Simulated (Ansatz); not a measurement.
**Si3Ge5: band edges up the ladder**

The task here is to estimate one member of a computed series from the others.

Program: Ansatz 0.2.0. Level of theory: DFT PBEsol, scalar-relativistic, plane waves, PAW. These are calculated values, not measurements.

That is the level of the relaxation; later steps name their own.

1 further run of the same task is left out (set aside as unsound or not needed).

### The structure to begin with

Symmetry: P1, No. 1, triclinic system. Conventional cell: a = 6.482 Å, b = 7.848 Å, c = 7.848 Å, α = 60.01°, β = 89.99°, γ = 89.99°. Ge (site symmetry 1) is surrounded by 3 Si at 2.40 to 2.42 Å and 1 Ge at 2.47 Å. Ge (site symmetry 1) is surrounded by 2 Si at 2.39 to 2.40 Å and 2 Ge at 2.45 Å. Ge (site symmetry 1) is surrounded by 3 Si at 2.39 to 2.42 Å and 1 Ge at 2.45 Å. Si (site symmetry 1) has 2 Si at 2.36 Å and 2 Ge at 2.40 to 2.42 Å as nearest neighbours. Around Ge (site symmetry 1) lie 1 Si at 2.41 Å and 3 Ge at 2.42 to 2.44 Å. Ge (site symmetry 1) has 2 Si at 2.39 to 2.41 Å and 2 Ge at 2.43 to 2.44 Å as nearest neighbours. Around Ge (site symmetry 1) lie 1 Si at 2.39 Å and 3 Ge at 2.43 to 2.46 Å. Si (site symmetry 1) has 2 Si at 2.35 to 2.37 Å and 2 Ge at 2.40 Å as nearest neighbours. Only part of the 16 independent sites is listed.

As a file:

```
Ge Si
1.0
    -0.00002   -0.00070   -6.48247
    -3.92453   -6.79670   -0.00074
    -3.92462    6.79676    0.00072
Ge Si
10 6
Direct
  0.94144 0.16513 0.83253
  0.94063 0.17112 0.33566
  0.93323 0.66513 0.82788
  0.43231 0.33487 0.16687
  0.43229 0.33813 0.66946
  0.44062 0.82990 0.16268
  0.56111 0.16189 0.83085
  0.56197 0.16777 0.33391
  0.56917 0.66845 0.33900
  0.06138 0.83005 0.16724
  0.94181 0.66538 0.33693
  0.43401 0.83068 0.66766
  0.56062 0.66841 0.82996
  0.06084 0.33776 0.16851
  0.06083 0.33474 0.66783
  0.06774 0.83059 0.66305
```

It is the result of an earlier relaxation at this level (volume 21.61 Å³/atom; gap on the mesh: 0.10 eV).

Set-up of the first run:

The input, input.yaml:

```yaml
crystal:
  lattice:
    - [-2.41754e-05, -0.0006958631, -6.4824698972]
    - [-3.924525823, -6.7967037086, -0.0007447391]
    - [-3.9246155911, 6.7967555363, 0.0007154505]
  atoms:
    - { symbol: Ge, position: [0.941444088, 0.165130271, 0.8325315963] }
    - { symbol: Ge, position: [0.9406305792, 0.1711199205, 0.3356635749] }
    - { symbol: Ge, position: [0.9332313024, 0.6651267641, 0.8278794806] }
    - { symbol: Si, position: [0.9418063868, 0.6653778249, 0.3369264615] }
    - { symbol: Ge, position: [0.4323085251, 0.3348722058, 0.166869893] }
    - { symbol: Ge, position: [0.4322939269, 0.3381291947, 0.669458153] }
    - { symbol: Ge, position: [0.4406151798, 0.8299002234, 0.1626780578] }
    - { symbol: Si, position: [0.4340127902, 0.83067929, 0.6676566151] }
    - { symbol: Ge, position: [0.56111083, 0.1618851507, 0.8308460286] }
    - { symbol: Ge, position: [0.5619730435, 0.1677692438, 0.3339053273] }
    - { symbol: Si, position: [0.560621402, 0.6684149891, 0.8299590324] }
    - { symbol: Ge, position: [0.5691746861, 0.6684488345, 0.3390019391] }
    - { symbol: Si, position: [0.0608354985, 0.3377613424, 0.1685127731] }
    - { symbol: Si, position: [0.0608302389, 0.3347413519, 0.6678278699] }
    - { symbol: Ge, position: [0.061376336, 0.8300504631, 0.167235731] }
    - { symbol: Si, position: [0.0677351865, 0.83059293, 0.6630474665] }
basis:
  ecutwfc: 420
kpoints:
  mp_grid: { grid: [6, 6, 6] }
  band_path: { path: [VBM, CBM], npoints: 2 }
hamiltonian:
  xc: pbesol
scf:
  occupations: { method: gaussian, width: 0.01 }
output:
  forces: true
  stress: true
  eigenvalues: true
```

Run with:

```bash
$ ansatz run input.yaml --threads 4 --pin off --max-ram 10240MiB --backend cpu --events-out ev --progress --plain --runs-dir out
```

Steps of the session up to this table: Band edges over the whole zone; Levels with PBEsol; Levels with PBEsol on the hybrid's mesh; The run at HSE06; Levels with PBEsol, spin-orbit coupling; The run at r2SCAN.

One of the session's tables, all rows but one given; the rest of the session is left out.

```
                      level  gap (eV)  least direct gap (eV)
                     PBEsol      0.04                   0.13
PBEsol on the hybrid's mesh         ?                      ?
                      HSE06      0.71                   0.76
PBEsol, spin-orbit coupling      0.00                   0.08
                     r2SCAN      0.34                   0.40
```

Estimate the missing values for PBEsol on the hybrid's mesh.

**Answer.** gap (eV): 0.03; least direct gap (eV): 0.12. In the column «gap (eV)» it lies between PBEsol, spin-orbit coupling (0.00) and PBEsol (0.04).

Gaps are by band count over the mesh and the named points; a gap of 0 means that the bands overlap or touch.
